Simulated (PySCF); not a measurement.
# C2H9B3OS: electronic excitations

Aim: predict the electronic excitations of C2H9B3OS (`BSBCBOC`).

Programs: PySCF 2.14.0, with density-fitted response routines of our own. Each step states its level of theory. These are calculated values for one molecule in the gas phase, unless marked as measured. Atoms count from 0, in the outputs and in this text.

## (1) The molecule as given

16 atoms, charge 0, multiplicity 1; geometry from: GFN2-xTB.

Bonds of the start (Å): B0–S1 1.77, S1–B2 1.80, B2–C3 1.57, C3–B4 1.60, B4–O5 1.33, O5–C6 1.40, B0–H7 1.17, B0–H8 1.17, B2–H9 1.17, C3–H10 1.09, C3–H11 1.09, B4–H12 1.18, C6–H13 1.09, C6–H14 1.09, C6–H15 1.09.

## (2) TDDFT and polarisability: CAM-B3LYP/def2-SVPD

What the job is given:

```
{"job": {"kind": "uv", "xc": "CAM-B3LYP", "basis": "def2-SVPD", "nstates": 8, "ntriplets": 3}, "charge": 0, "multiplicity": 1}
B      2.032217     1.009281    -0.209973
S      2.042168    -0.621838    -0.900040
B      1.230301    -1.746376     0.247306
C      0.335869    -1.246497     1.430264
B     -0.978111    -0.587684     0.797163
O     -0.844354     0.625123     0.271205
C     -1.859493     1.360695    -0.360459
H      2.278649     1.892232    -0.940334
H      1.892164     1.190987     0.935634
H      1.303995    -2.878028    -0.045093
H      0.077683    -2.051134     2.116078
H      0.839349    -0.462574     1.996752
H     -2.010866    -1.167847     0.771054
H     -1.995695     2.303335     0.175870
H     -1.545978     1.578621    -1.384214
H     -2.805497     0.810649    -0.377657
```

With the program's defaults for keys left out, this is: TDDFT CAM-B3LYP/def2-SVPD, vertical, gas phase, core orbitals frozen in the response.

Run with:

```console
OMP_NUM_THREADS=1 python probes_run.py task.json out
```

This one command runs all jobs of the session in turn.

Predict these results of the whole session: lowest singlet (CAM-B3LYP/def2-SVPD); brightest single state of those computed; lowest triplet.

**Answer**, as computed:

| quantity | value |
| --- | --- |
| lowest singlet (CAM-B3LYP/def2-SVPD) | 4.84 eV (256 nm), f = 0.012 |
| brightest single state of those computed | state 2, 5.31 eV, f = 0.065 |
| lowest triplet | 4.41 eV |

What this shows: The first singlet state (HOMO→LUMO 0.76, HOMO−1→LUMO 0.15) lies at 4.84 eV and is weak; of the 8 states computed, the strongest absorption comes from state 2 at 5.31 eV (the last state computed is bright too, and its partners may lie past the list). The lowest triplet lies 0.44 eV below the lowest singlet (triplets in Tamm-Dancoff, singlets in full TDDFT).
